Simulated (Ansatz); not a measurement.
# BH9O3Si3: basis-set convergence

One table from this session's results is given with a row withheld; the runs are named, their logs left out.

Method: one geometry, several basis sets; program: Ansatz 0.2.0, Gaussian basis.

Levels to be run: PBE0-D4/def2-SVP; ωB97M-V/def2-SVP; PBE0-D4/def2-QZVPP; ωB97M-V/def2-QZVPP; the functionals' def2-TZVPP values are taken from earlier runs.

## The geometry

All runs share one geometry, relaxed beforehand with PBE0-D4 in a triple-zeta def2 set.

SMILES `[SiH3]OB(O[SiH3])O[SiH3]`, 16 atoms, charge 0, spin multiplicity 1.

Atoms are counted from 1 here; the program's logs count them from 0.

Bond lengths: Si1–O2 1.655 Å, Si1–H8 1.484 Å, Si1–H9 1.481 Å, Si1–H10 1.484 Å, O2–B3 1.363 Å, B3–O4 1.363 Å, B3–O6 1.363 Å, O4–Si5 1.655 Å, Si5–H11 1.484 Å, Si5–H12 1.484 Å, Si5–H13 1.481 Å, O6–Si7 1.655 Å, Si7–H14 1.484 Å, Si7–H15 1.481 Å, Si7–H16 1.484 Å. Angles: O2–Si1–H8 110.4°, O2–Si1–H9 106.3°, O2–Si1–H10 110.4°, H8–Si1–H9 109.9°, H8–Si1–H10 109.8°, H9–Si1–H10 109.9°, Si1–O2–B3 129.1°, O2–B3–O4 120.0°, O2–B3–O6 120.0°, O4–B3–O6 120.0°, B3–O4–Si5 129.1°, O4–Si5–H11 110.4°, O4–Si5–H12 110.4°, O4–Si5–H13 106.3°, H11–Si5–H12 109.8°, H11–Si5–H13 109.9°, H12–Si5–H13 109.9°, B3–O6–Si7 129.1° and more.

Set-up of the first run:

The input, in.yaml:

```yaml
crystal:
  periodic: [false, false, false]
  atoms:
    - {symbol: Si, position_ang: [1.329815, 0.522755, 2.325631]}
    - {symbol: O, position_ang: [0.025157, 0.273389, 1.337802]}
    - {symbol: B, position_ang: [-0.001828, -0.002420, 0.002813]}
    - {symbol: O, position_ang: [1.164566, -0.104322, -0.695820]}
    - {symbol: Si, position_ang: [1.394507, -0.426820, -2.303035]}
    - {symbol: O, position_ang: [-1.195154, -0.176094, -0.633403]}
    - {symbol: Si, position_ang: [-2.728475, -0.099912, -0.014292]}
    - {symbol: H, position_ang: [2.196942, -0.681176, 2.351876]}
    - {symbol: H, position_ang: [0.784358, 0.781508, 3.678360]}
    - {symbol: H, position_ang: [2.112770, 1.695452, 1.863238]}
    - {symbol: H, position_ang: [0.739701, 0.610100, -3.138511]}
    - {symbol: H, position_ang: [0.850769, -1.764476, -2.645252]}
    - {symbol: H, position_ang: [2.858705, -0.404918, -2.526683]}
    - {symbol: H, position_ang: [-2.912750, -1.127084, 1.040683]}
    - {symbol: H, position_ang: [-3.647699, -0.366930, -1.144819]}
    - {symbol: H, position_ang: [-2.994085, 1.248348, 0.545813]}
basis:
  gaussian: {orbitals: def2-SVP}
hamiltonian: {xc: pbe0, dispersion: d4}
output: {orbitals: {seedname: orbitals}}
```

The run is started by

```
$ ansatz run in.yaml --threads 2 --pin off --events-out ev --progress --plain --max-ram 20480MiB --backend cpu
```

Among the steps run: PBE0-D4 in def2-SVP; ωB97M-V in def2-SVP; PBE0-D4 in def2-QZVPP; ωB97M-V in def2-QZVPP.

One of the session's tables, all rows but one given; the rest of the session is left out.

It belongs to the step «Functionals by basis». 

| functional | basis | HOMO (eV) | LUMO (eV) |
| --- | --- | --- | --- |
| PBE0-D4 | def2-SVP | -8.93 | 0.34 |
| PBE0-D4 | def2-TZVPP | -9.02 | -0.23 |
| PBE0-D4 | def2-QZVPP | -9.04 | -0.36 |
| ωB97M-V | def2-SVP | ? | ? |
| ωB97M-V | def2-TZVPP | -11.34 | 1.36 |
| ωB97M-V | def2-QZVPP | -11.35 | 1.07 |

Estimate the missing values for ωB97M-V, def2-SVP.

The run gave: HOMO (eV): -11.20; LUMO (eV): 2.20. In the column «HOMO (eV)» it lies between ωB97M-V, def2-TZVPP (-11.34) and PBE0-D4, def2-QZVPP (-9.04).
